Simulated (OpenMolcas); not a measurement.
**Ag²⁺ among point charges: CASSCF and CASPT2 levels and susceptibility**

How does a field of 5 point charges split the states of Ag²⁺, and what χT follows?

Program: OpenMolcas 26.06. Level of theory: state-averaged CASSCF and CASPT2, spin-orbit coupling by RASSI with atomic mean-field integrals. These are calculated values, not measurements, unless marked.

**1. The system**

```
Species                           : Ag²⁺ (silver, Z = 47, 45 electrons)
Basis                             : ANO-RCC-VDZP [6s5p3d1f], 43 functions
Scalar Hamiltonian                : DKH2, point nucleus
Inactive shells                   : 1s 2s 2p 3s 3p 3d 4s 4p
Active space                      : 9 electrons in 5 orbitals (4d)
Some configurations of this space : 4d⁹
Orbitals                          : optimised for each spin and parity, averaged over all roots
```

Outer shells as boxes (Hund's rule):

4d9
```
4d [↑↓][↑↓][↑↓][↑↓][↑ ]
```

The ion sits among 5 point charges of -1.5 e arranged as a trigonal bipyramid (D3h), 2.12 Å from the ion, with the axial distance 2.162 Å.

The work runs as a chain of OpenMolcas steps in one folder; each step below is one input file. Labels, J, g values, rates, χT and fits are worked out afterwards by a script from the matrices that RASSI stores.

**2. Basis and integrals**

Input file a.inp:

```
&GATEWAY
Coord
1

Ag 0.0 0.0 0.0
Basis=ANO-RCC-VDZP
Group=NoSym
NoMove
AngMom=0.0 0.0 0.0
AMFI
XField
5 Angstrom 0
2.120000 0.000000 0.000000 -1.500000
-1.060000 1.835974 0.000000 -1.500000
-1.060000 -1.835974 0.000000 -1.500000
0.000000 0.000000 2.162400 -1.500000
0.000000 0.000000 -2.162400 -1.500000
&SEWARD
```

Started as:

```
> OMP_NUM_THREADS=1 MOLCAS_MEM=1689 MOLCAS_PROJECT=a pymolcas a.inp > a.log
```

**3. CASSCF: doublets, 5 roots**

Input file a.inp:

```
&RASSCF
FileOrb=start.orb
Symmetry=1
Spin=2
nActEl=9 0 0
Inactive=18
Ras2=5
CIRoot=5 5 1
SDav=5
CIMx=300
Iter=120 100
PrWF=0.3
OrbListing=Nothing
MaxOrb=0
>>> COPY $Project.JobIph JOB001
```

start.orb holds the contracted functions of the basis, ordered by shell, or the orbitals of the step before.

**4. RASSI: spin-orbit coupling between the states**

Input file a.inp:

```
&RASSI
NrOfJobIphs=1 5
1 2 3 4 5
IphNames
JOB001
EJob
SpinOrbit
DIPRint=1.0
SOCoupling=1000.0
Subsets=2
Property=9
'ANGMOM' 1 'ANGMOM' 2 'ANGMOM' 3 'MLTPL  1' 1 'MLTPL  1' 2 'MLTPL  1' 3
'AMFI' 1 'AMFI' 2 'AMFI' 3
SOProperty=3
'ANGMOM' 1 'ANGMOM' 2 'ANGMOM' 3
```

**5. CASPT2: IPEA 0.25, imaginary shift 0.1 (closed shells correlated: 4s 4p)**

Input file a.inp:

```
>>> COPY JOB001 $Project.JobIph
&CASPT2
Multistate=5 1 2 3 4 5
NoMult
Frozen=14
IPEA=0.25
Imaginary=0.1
MaxIter=60
WThr=0.0 0.3 0.05
PrWF=0.5
NoMix
```

(Steps that only read results are left out.)

What does the calculation give? Wanted: spin-free ground state; first state of the same spin within the active space; lowest level; next level.

As calculated:

| quantity | value |
| --- | --- |
| method | SS-CASPT2, IPEA 0.25, imaginary shift 0.1 (closed shells correlated: 4s 4p) |
| spin-free ground state | 2A1, 1-fold in its orbital part |
| first state of the same spin within the active space | 2E at 4790 cm⁻¹ |
| lowest level | 2-fold E1/2, g = 1.78, 3.31, 3.31 |
| next level | 3784.5 cm⁻¹ |
| χT at 300 K | 0.85 cm³ K/mol |
| effective moment at 300 K | 2.61 μB |

Cost by method:

| method | time of its own steps | time with the reference |
| --- | --- | --- |
| A. CASSCF | 1.9 s | 1.9 s |
| B. SS-CASPT2, IPEA 0.25, imaginary shift 0.1, +4s 4p | 0.72 s | 2.6 s |

Times are of one thread on a shared host.

**Reading.** The spin-free ground state (2A1) comes to 100 % from free-ion D terms and keeps the highest spin of the shell. χT at 300 K is 0.85, against 0.38 cm³ K/mol for the spin alone, so orbital moment adds to it. CASPT2 does not keep the components of a term degenerate, and the means are used. The field of point charges can differ much from that of real complexes. Point charges carry no covalency, so the field is a model and not that of real ligands.
